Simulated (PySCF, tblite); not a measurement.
**C3H5O4 radical: geometry, infrared bands and EPR parameters**

Wanted: the infrared bands and EPR parameters of C3H5O4 radical (`O=COCO[CH]O`), by calculation.

Programs: tblite 0.8.0 and PySCF 2.14.0, with density-fitted response routines of our own. Each step states its level of theory. These are calculated values for one molecule in the gas phase, unless marked as measured. Atoms count from 0, in the outputs and in this text.

### 1 Starting geometry

12 atoms, charge 0, multiplicity 2; geometry from: force field or distance geometry start.

Bonds of the start (Å): O0–C1 1.22, C1–O2 1.34, O2–C3 1.44, C3–O4 1.44, O4–C5 1.36, C5–O6 1.35, C1–H7 1.12, C3–H8 1.09, C3–H9 1.11, C5–H10 1.07, O6–H11 0.97.

### 2 Relaxing the molecule with GFN2-xTB

The job: settings as JSON, then the geometry in Å.

```
{"job": {"kind": "relax", "xc": "GFN2-xTB", "basis": "xTB"}, "charge": 0, "multiplicity": 2}
O      2.447000    -1.366200    -1.099400
C      2.526200    -0.662400    -0.110500
O      1.537500     0.007600     0.504200
C      0.269700    -0.148700    -0.165800
O     -0.730100     0.590800     0.550900
C     -1.951300     0.472600    -0.036600
O     -3.026600     1.111300     0.477500
H      3.473200    -0.491100     0.457800
H      0.352600     0.216100    -1.184900
H     -0.007500    -1.220600    -0.144700
H     -2.116600    -0.121600    -0.915100
H     -2.772800     1.611500     1.273000
```

The run is started by

```console
$ OMP_NUM_THREADS=1 python probes_run.py task.json out
```

The driver reads the jobs from task.json and runs them one after another.

**Question.** This job is followed by: GFN2-xTB harmonic vibrations, gas phase; UKS B3LYP, pcH-1 on C H O, non-relativistic, mean-field spin-orbit, GIAO. Predict these results of the whole session: strongest single infrared mode (GFN2-xTB); zero-point energy (GFN2-xTB); g(iso) (B3LYP); ⟨S²⟩; largest a(iso) (averaged by class); surface potential, 1st and 99th percentile.

The runs gave:

| quantity | value |
| --- | --- |
| strongest single infrared mode (GFN2-xTB) | 1804 cm⁻¹, 468 km/mol |
| zero-point energy (GFN2-xTB) | 51.6 kcal/mol |
| g(iso) (B3LYP) | 2.00325 |
| ⟨S²⟩ | 0.753 (exact 0.75) |
| largest a(iso) (averaged by class) | 13C on C5, 296.9 MHz |
| surface potential, 1st and 99th percentile | -1.49 V and 2.28 V |

What this shows: Relaxing lowered the energy by 0.444 eV in 194 steps; the close pair that moved most is C3–O4, from 1.435 to 1.377 Å. No mode is imaginary among the 30: a minimum at this level. The strongest single mode, at 1804 cm⁻¹, moves mainly C1 and O0. Unscaled tight-binding wavenumbers are off by several per cent, some by more. Its intensities can rank the bands wrongly. Most of the unpaired spin sits on C5 (0.82 e). The isotropic g lies 0.9 ppt above the free-electron value.
